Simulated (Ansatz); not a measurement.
**ClFH₂OSTi: small, medium and large basis sets**

How large a basis does ClFH₂OSTi need? Two functionals are run in growing sets.

Computed with Ansatz 0.2.0, Gaussian basis. Level: one geometry, several basis sets.

The runs, in order: PBE0-D4/def2-SVP; ωB97M-V/def2-SVP; PBE0-D4/def2-QZVPP; ωB97M-V/def2-QZVPP; the functionals' def2-TZVPP values are taken from earlier runs.

## Step 1: The geometry

An earlier PBE0-D4 in a triple-zeta def2 set relaxation fixed the geometry.

SMILES `[OH][Ti]([F])([SH])[Cl]`, 7 atoms, charge 0, spin multiplicity 1.

Atoms are counted from 1 here; the program's logs count them from 0.

Bond lengths: O1–Ti2 1.756 Å, O1–H6 0.958 Å, Ti2–F3 1.744 Å, Ti2–S4 2.281 Å, Ti2–Cl5 2.196 Å, S4–H7 1.346 Å. Angles: Ti2–O1–H6 145.0°, O1–Ti2–F3 113.0°, O1–Ti2–S4 107.8°, O1–Ti2–Cl5 109.8°, F3–Ti2–S4 107.4°, F3–Ti2–Cl5 108.7°, S4–Ti2–Cl5 110.2°, Ti2–S4–H7 91.3°.

Geometry (Å):

```
atom    x (Å)    y (Å)    z (Å)
  O1  -1.0585  -0.8291  -0.4783
 Ti2   0.4979  -0.0584  -0.2178
  F3   1.7901  -1.2021   0.0337
  S4   0.3370   1.2145   1.6684
 Cl5   1.0009   1.2035  -1.9433
  H6  -1.5021  -1.6557  -0.6704
  H7  -1.0043   1.2591   1.5620
```

## Step 2: PBE0-D4 in def2-SVP

File in.yaml:

```yaml
crystal:
  periodic: [false, false, false]
  atoms:
    - {symbol: O, position_ang: [-1.058452, -0.829100, -0.478347]}
    - {symbol: Ti, position_ang: [0.497867, -0.058389, -0.217788]}
    - {symbol: F, position_ang: [1.790138, -1.202115, 0.033746]}
    - {symbol: S, position_ang: [0.337037, 1.214529, 1.668416]}
    - {symbol: Cl, position_ang: [1.000906, 1.203522, -1.943318]}
    - {symbol: H, position_ang: [-1.502111, -1.655657, -0.670409]}
    - {symbol: H, position_ang: [-1.004285, 1.259110, 1.561999]}
basis:
  gaussian: {orbitals: def2-SVP}
hamiltonian: {xc: pbe0, dispersion: d4}
output: {orbitals: {seedname: orbitals}}
```

After this run come: ωB97M-V in def2-SVP; PBE0-D4 in def2-QZVPP; ωB97M-V in def2-QZVPP.

**Question.** What will the summary of the whole plan be? Wanted: PBE0-D4: double and triple zeta above quadruple; ωB97M-V: double and triple zeta above quadruple.

**Answer**, as computed:

```
                                       quantity           value
PBE0-D4: double and triple zeta above quadruple  18.60, 1.39 eV
ωB97M-V: double and triple zeta above quadruple  18.56, 1.31 eV
```

**Reading.** PBE0-D4 gains 17.21 eV from double to triple zeta, then 1.39 eV more. Total energies overstate the basis error of differences, where much of it tends to cancel.
